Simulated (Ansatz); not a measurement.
Crystal: Mg3Mn.

```
Mn Mg
1.0
     4.29757    0.00000    0.00000
     0.00000    4.29757    0.00000
     0.00000    0.00000    4.29757
Mn Mg
1 3
Cartesian
  0.0000 0.0000 0.0000
  0.0000 2.1488 2.1488
  2.1488 0.0000 2.1488
  2.1488 2.1488 0.0000
```

The cell comes from a database or a generator and needn't be the stable form of this composition.

| Item | Value |
| --- | --- |
| Program | Ansatz 0.2.0 |
| Task | single point |
| Functional | PBE |
| Potentials or basis | Ansatz PAW |
| Cutoff | 420 eV (not typed: the program's choice for these potentials) |
| k mesh | 6 × 6 × 6 |
| Occupations | fermi-dirac, width 0.05 eV |
| Spin | collinear spin, ferromagnetic start |
| Starting moments | [4.0, 0.0, 0.0, 0.0] μB |

On this cell: pressure -0.2 GPa; largest force zero by symmetry; net moment 3.47 μB per cell; site moments Mn +3.73; Mg -0.07 μB; band gap on the k mesh none (metal or under the smearing width).

The same run follows on a disturbed copy (atoms moved at random, drawn with an rms of 0.05 Å):

```xyz
4
Lattice="4.2976 0.0000 0.0000 0.0000 4.2976 0.0000 0.0000 0.0000 4.2976" Properties=species:S:1:pos:R:3 pbc="T T T"
Mn    0.0287   -0.0730    0.0155
Mg   -0.0172    2.1699    2.1579
Mg    2.1504   -0.0106    2.1469
Mg    2.1922    2.1423    0.0234
```

Task: What does the disturbed cell give?

Result: The energy (extrapolated to zero smearing) moves by +4.3 meV/atom; pressure -0.1 GPa; largest force 0.274 eV/Å; net moment 3.47 μB per cell; site moments Mn +3.70; Mg -0.07 μB; band gap on the k mesh none (metal or under the smearing width).

Forces on the atoms (eV/Å):
```
Mn  -0.046  0.238 -0.024
Mg   0.200 -0.183  0.038
Mg  -0.004  0.033  0.076
Mg  -0.150 -0.087 -0.090
```
